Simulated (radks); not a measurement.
# Ni⁴⁺ in [Ar] 3d6: an all-electron calculation

An exercise on one series of results from a longer session: the logs are not shown, and one member is left open.

The numbers are computed with radks (a radial shooting solver on a logarithmic mesh, Libxc functionals) version 1 (non-relativistic Kohn-Sham, B86b exchange with PBE correlation, spin-polarised, spherical densities, point nucleus; open shells are filled with parallel spins first), except any that are marked as measured or tabulated.

**What is computed**

```
element       : nickel (Z = 28)
charge        : +4
electrons     : 24
configuration : [Ar] 3d6
```

The outer shells:

Ni⁴⁺
```
[Ar] core
3d [↑↓][↑ ][↑ ][↑ ][↑ ]
```

Set-up of the first run:

The run's settings:

```text
Z 28
configuration [Ar] 3d6
relativity non-relativistic
functional b86_mgc,pbe
spin polarised
nucleus point
```

Started as:

```
> python run_ks.py task.json out
```

This one command runs every case of the session in turn.

One of the session's tables, all rows but one given; the rest of the session is left out.

It belongs to the step «Shells». Sizes of the orbitals, from the radial functions (bohr):

| level | <r> | outermost maximum (interpolated) | 90 % within | nodes |
| --- | --- | --- | --- | --- |
| 1s down | 0.05483 | 0.0361 | 0.0976 | 0 |
| 1s up | 0.05483 | 0.0361 | 0.0976 | 0 |
| 2s up | 0.2484 | 0.208 | 0.384 | 1 |
| 2s down | 0.2480 | 0.207 | 0.383 | 1 |
| 2p up | 0.2168 | 0.166 | 0.354 | 0 |
| 2p down | 0.2164 | 0.166 | 0.353 | 0 |
| 3s up | 0.7359 | 0.643 | 1.10 | 2 |
| 3s down | 0.7393 | 0.644 | 1.10 | 2 |
| 3p up | 0.7587 | 0.644 | 1.16 | 1 |
| 3p down | 0.7641 | 0.646 | 1.17 | 1 |
| 3d up | ? | ? | ? | ? |
| 3d down | 0.8498 | 0.610 | 1.42 | 0 |

**Question.** Estimate the row for 3d up.

The run gave: <r>: 0.8293; outermost maximum (interpolated): 0.603; 90 % within: 1.37; nodes: 0. In the column «<r>» it lies between 3p down (0.7641) and 3d down (0.8498).

To keep in mind: Open shells are spherical and high-spin; term and fine-structure splittings are not resolved.
